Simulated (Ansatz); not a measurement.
# CH₈AlFSi₂: a ladder of functionals and wavefunction methods

An exercise on one series of results from a longer session: the logs are not shown, and one member is left open.

Method: functionals in def2-TZVPP, the program's frozen cores in correlated methods; program: Ansatz 0.2.0, Gaussian basis.

The runs, in order: PBE-D4, r2SCAN-D4, PBE0-D4, B3LYP-D4, ωB97X-V, ωB97M-V, B2PLYP; CCSD(T)/def2-TZVPP; MP2/def2-QZVPP; extrapolation to the limit.

### Structure used throughout

An earlier PBE0-D4 in a triple-zeta def2 set relaxation fixed the geometry.

SMILES `F[SiH]([SiH3])[CH2][AlH2]`, 13 atoms, charge 0, spin multiplicity 1.

Atoms are counted from 1 here; the program's logs count them from 0.

Bond lengths: F1–Si2 1.606 Å, Si2–Si3 2.348 Å, Si2–C4 1.832 Å, Si2–H6 1.485 Å, Si3–H7 1.532 Å, Si3–H8 1.486 Å, Si3–H9 1.484 Å, C4–Al5 1.991 Å, C4–H10 1.095 Å, C4–H11 1.094 Å, Al5–H12 1.586 Å, Al5–H13 1.588 Å. Angles: F1–Si2–Si3 111.2°, F1–Si2–C4 116.4°, F1–Si2–H6 107.1°, Si3–Si2–C4 100.4°, Si3–Si2–H6 109.7°, C4–Si2–H6 111.8°, Si2–Si3–H7 100.7°, Si2–Si3–H8 115.0°, Si2–Si3–H9 120.2°, H7–Si3–H8 103.5°, H7–Si3–H9 104.5°, H8–Si3–H9 110.4°, Si2–C4–Al5 104.8°, Si2–C4–H10 111.1°, Si2–C4–H11 112.8°, Al5–C4–H10 107.1°, Al5–C4–H11 112.0°, H10–C4–H11 108.8° and more.

The first run:

Input file in.yaml:

```yaml
crystal:
  periodic: [false, false, false]
  atoms:
    - {symbol: F, position_ang: [-2.816195, 0.135201, -0.555293]}
    - {symbol: Si, position_ang: [-1.321216, 0.546028, -0.135887]}
    - {symbol: Si, position_ang: [-0.446088, -0.945132, 1.453427]}
    - {symbol: C, position_ang: [-0.044383, 0.421584, -1.443054]}
    - {symbol: Al, position_ang: [1.681226, 0.296125, -0.458795]}
    - {symbol: H, position_ang: [-1.388692, 1.912305, 0.442118]}
    - {symbol: H, position_ang: [1.055470, -0.784776, 1.197698]}
    - {symbol: H, position_ang: [-0.695656, -2.381811, 1.169040]}
    - {symbol: H, position_ang: [-0.606620, -0.669085, 2.902521]}
    - {symbol: H, position_ang: [-0.155607, -0.504422, -2.017124]}
    - {symbol: H, position_ang: [-0.060868, 1.269399, -2.134372]}
    - {symbol: H, position_ang: [2.696392, -0.860465, -0.843952]}
    - {symbol: H, position_ang: [2.122638, 1.530250, 0.438573]}
basis:
  gaussian: {orbitals: def2-TZVPP}
hamiltonian: {xc: pbe, dispersion: d4}
output: {forces: true, orbitals: {seedname: orbitals}}
```

The run is started by

```bash
$ ansatz run in.yaml --threads 4 --pin off --events-out ev --progress --plain --max-ram 10444MiB
```

Steps of the session up to this table: PBE-D4 (GGA); r2SCAN-D4 (meta-GGA); PBE0-D4 (hybrid); B3LYP-D4 (hybrid); ωB97X-V (range-separated); ωB97M-V (range-separated); B2PLYP (double hybrid); CCSD(T) in def2-TZVPP; MP2 in def2-QZVPP.

One of the session's tables, all rows but one given; the rest of the session is left out.

It belongs to the step «Atomisation energies». 

| method | atomisation energy (kcal/mol) |
| --- | --- |
| PBE-D4 | 997.8 |
| r2SCAN-D4 | 1004.0 |
| PBE0-D4 | 992.0 |
| B3LYP-D4 | 998.2 |
| ωB97X-V | ? |
| ωB97M-V | 1003.4 |
| B2PLYP | 986.0 |
| HF/def2-TZVPP | 761.7 |
| MP2/def2-TZVPP | 981.8 |
| CCSD/def2-TZVPP | 968.0 |
| CCSD(T)/def2-TZVPP | 978.6 |
| MP2/CBS | 1007.6 |
| CCSD(T)/CBS | 1004.4 |

Estimate the missing values for ωB97X-V.

**Answer.** atomisation energy (kcal/mol): 1008.8. In the column «atomisation energy (kcal/mol)» it is the highest.
